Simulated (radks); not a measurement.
# Hg⁴⁵⁺ in [Ar] 3d10 4s2 4p5: an all-electron calculation

Wanted: eigenvalues, radial structure and energy terms of the mercury ion Hg45+.

Program: radks (a radial shooting solver on a logarithmic mesh, Libxc functionals) version 1. Level of theory: Dirac Kohn-Sham, HCTH/407, spin-unpolarised, spherical densities, finite nucleus; open shells fill j = l - 1/2 first. These are calculated values, not measurements, unless marked.

**1. The atom as given**

```
element            : mercury (Z = 80)
charge             : +45
electrons          : 35
configuration      : [Ar] 3d10 4s2 4p5
nuclear rms radius : 5.4648 fm
```

**2. Self-consistent calculation**

The run's settings:

```text
Z 80
configuration [Ar] 3d10 4s2 4p5
relativity Dirac
functional hcth_407
spin unpolarised
j_filling energy
nucleus finite rms 5.4648 fm
c 137.035999084
```

**Question.** What will this run give?

**Answer**, as computed:

| quantity | value |
| --- | --- |
| total energy | -18286.8147 hartree |
| exchange-correlation share of it | 1.59 % |
| −T/E | 1.1641 |
| highest occupied level | 4p3/2, -2393.3 eV |
| most extended occupied level | 4p3/2, <r> = 0.374 bohr |
| radius at density 0.001 e/bohr³ | 0.936 bohr |
| maxima of the radial density | 3 |
| ionisation energy, NIST | 2412 (theory) eV |

The radial density shows 3 maxima for 4 occupied principal shells; where shells overlap, one shows as a shoulder or not at all. −T/E is 1.164: with relativity the kinetic term as defined here no longer equals −E. The top level binds by 2393.3 eV, 99 % of the NIST ionisation energy of 2412 eV. Spin polarisation and multiplet splitting are left out.
